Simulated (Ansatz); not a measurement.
I need a rigid torsion scan of B₂H₆OSi, SMILES BO[SiH2]B. Use Ansatz 0.2.0 through its Python package. Use (for the species named): PBE0, 6-31G* basis, multiplicity 1.

```
atom    x (Å)    y (Å)    z (Å)
   B  -1.5908   1.2126   0.5108
   O  -0.6727   0.2675   0.9679
  Si   0.2466  -0.1308  -0.4222
   B   1.6871  -1.4341   0.0968
   H  -2.6962   0.9005   0.0898
   H  -1.3915   2.4270   0.5664
   H  -0.5463  -0.7056  -1.4577
   H   1.0046   1.0822  -0.9267
   H   1.6330  -2.4863  -0.3809
   H   2.4093  -1.1842   0.9587
```

Script `b2h6osi_torsion.py`:
```python
# -*- coding: utf-8 -*-
"""Rigid torsion scan of B2H6OSi."""

from dataclasses import dataclass

import ansatz as az
from ase import Atoms


@dataclass(frozen=True)
class Settings:
    basis: str = "6-31G*"
    functional: str = "PBE0"
    fmax: float = 0.02


settings = Settings()

atoms = Atoms(["B", "O", "Si", "B", "H", "H", "H", "H", "H", "H"], positions=[
    [-1.5908, 1.2126, 0.5108],
    [-0.6727, 0.2675, 0.9679],
    [0.2466, -0.1308, -0.4222],
    [1.6871, -1.4341, 0.0968],
    [-2.6962, 0.9005, 0.0898],
    [-1.3915, 2.427, 0.5664],
    [-0.5463, -0.7056, -1.4577],
    [1.0046, 1.0822, -0.9267],
    [1.633, -2.4863, -0.3809],
    [2.4093, -1.1842, 0.9587],
])

# start the scan from a relaxed geometry
first = az.Crystal.molecule_from_ase(atoms).calculation()
first = first.basis(gaussian=settings.basis).functional(settings.functional)
first = first.relax(force_tolerance=settings.fmax, max_steps=80)
atoms.positions = first.run(threads=1).report["positions_ang"]

start = atoms.get_dihedral(1, 2, 3, 8)
energies = {}
for turn in range(0, 360, 40):
    turned = atoms.copy()
    turned.set_dihedral(1, 2, 3, 8, start + turn, indices=[3, 8, 9])
    setup = az.Crystal.molecule_from_ase(turned).calculation()
    setup = setup.basis(gaussian=settings.basis)
    setup = setup.functional(settings.functional)
    energies[round((start + turn) % 360)] = setup.run(threads=1).report["free_energy_ev"]
floor = min(energies.values())
print("dihedral O1-Si2-B3-H8 (deg)   E - E(min) (kJ/mol)")
for angle, e in sorted(energies.items()):
    print(f"{angle:8d} {96.485332 * (e - floor):14.3f}  " + "#" * int(30 * (e - floor) / max(max(energies.values()) - floor, 1e-9)))
```

```console
$ python b2h6osi_torsion.py
dihedral O1-Si2-B3-H8 (deg)   E - E(min) (kJ/mol)
      22          2.758  ######
      62         10.638  #######################
     102         13.565  #############################
     142          5.527  ############
     182          0.000
     222          5.621  ############
     262         13.604  ##############################
     302         10.617  #######################
     342          2.678  #####
```

The scan is rigid and the energies are electronic, in a modest basis. With rigid groups the curve can differ much from the relaxed path, the start wasn't checked as a minimum of this torsion, and equivalent turns needn't return to the same energy. It ran for 62 s on 1 thread of AMD EPYC 7B13 (Zen 3), on a shared host, peak memory 0.23 GiB.
